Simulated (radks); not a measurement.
# Ba in [Xe] 6s2: an all-electron calculation

The task here is to estimate one member of a computed series from the others.

Method: scalar-relativistic Kohn-Sham, r2SCAN, spin-unpolarised, spherical densities, finite nucleus. Code: radks (a radial shooting solver on a logarithmic mesh, Libxc functionals) version 1.

## Starting point

| Property | Result |
| --- | --- |
| element | barium (Z = 56) |
| charge | 0 |
| electrons | 56 |
| configuration | [Xe] 6s2 |
| nuclear rms radius | 4.8378 fm |

The outer shells:

Ba
```
[Xe] core
6s [↑↓]
```

Set-up of the first run:

The run's settings:

```text
Z 56
configuration [Xe] 6s2
relativity scalar-relativistic
functional r2scan,r2scan
spin unpolarised
nucleus finite rms 4.8378 fm
c 137.035999084
```

Launch:

```
$ python run_ks.py task.json out
```

All runs below come from this command, one after another.

One of the session's tables, all rows but one given; the rest of the session is left out.

It belongs to the step «Radial structure». Sizes of the orbitals, from the radial functions (bohr):

| level | <r> | outermost maximum (interpolated) | 90 % within | nodes |
| --- | --- | --- | --- | --- |
| 1s | 0.02558 | 0.0164 | 0.0461 | 0 |
| 2s | 0.1097 | 0.0928 | 0.170 | 1 |
| 2p | 0.09620 | 0.0746 | 0.157 | 0 |
| 3s | 0.2914 | 0.266 | 0.428 | 2 |
| 3p | 0.2896 | 0.260 | 0.434 | 1 |
| 3d | 0.2666 | 0.215 | 0.417 | 0 |
| 4s | 0.6744 | 0.625 | 0.968 | 3 |
| 4p | 0.7157 | 0.654 | 1.04 | 2 |
| 4d | 0.8008 | 0.695 | 1.21 | 1 |
| 5s | 1.647 | 1.48 | 2.37 | 4 |
| 5p | ? | ? | ? | ? |
| 6s | 4.887 | 4.23 | 7.12 | 5 |

Estimate the missing values for 5p.

As computed: <r>: 1.919; outermost maximum (interpolated): 1.67; 90 % within: 2.81; nodes: 3. In the column «<r>» it lies between 5s (1.647) and 6s (4.887).
